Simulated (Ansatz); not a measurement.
# CH2BClF: the cost of one run

Program: Ansatz 0.2.0. Level of theory: UKS B3LYP/6-31G. These are calculated values, not measurements.

## (1) Starting point

Bond lengths: C1–B2 1.530 Å, B2–F3 1.324 Å, B2–Cl4 1.731 Å, C1–H5 1.075 Å, C1–H6 1.075 Å. Angles: C1–B2–F3 123.4°, C1–B2–Cl4 121.2°, F3–B2–Cl4 115.4°, B2–C1–H5 122.8°, B2–C1–H6 122.6°, H5–C1–H6 114.2°.

Coordinates:

```xyz
6

C     0.0211    0.8447    0.0445
B     0.0919   -0.6830    0.0658
F     0.9276   -1.3636    0.8350
Cl   -0.9415   -1.6430   -0.9371
H     0.5774    1.4440   -0.6527
H    -0.6765    1.4009    0.6444
```

## (2) Relaxing end A

The input, input.yaml:

```yaml
crystal:
  periodic: [false, false, false]
  atoms:
    - { symbol: C, position_ang: [0.02112, 0.84473, 0.04452] }
    - { symbol: B, position_ang: [0.09191, -0.683, 0.06582] }
    - { symbol: F, position_ang: [0.92765, -1.3636, 0.83503] }
    - { symbol: Cl, position_ang: [-0.94154, -1.64304, -0.93714] }
    - { symbol: H, position_ang: [0.57738, 1.44399, -0.65266] }
    - { symbol: H, position_ang: [-0.67652, 1.40092, 0.64443] }
magnetization:
  spin_polarized: true
  initial_magnetization: 1
basis:
  gaussian: { orbitals: "6-31G" }
hamiltonian:
  xc: b3lyp
relax:
  f_tol: 0.015
  max_steps: 40
```

Launch:

```bash
$ ansatz run input.yaml --threads 1 --pin off --max-ram 2048MiB --backend cpu --events-out ev --progress --plain --runs-dir out
```

Q: Estimate wall time and peak memory on 1 thread of an Arm CPU, shared host.

About 27 s, with a peak of 0.15 GiB.
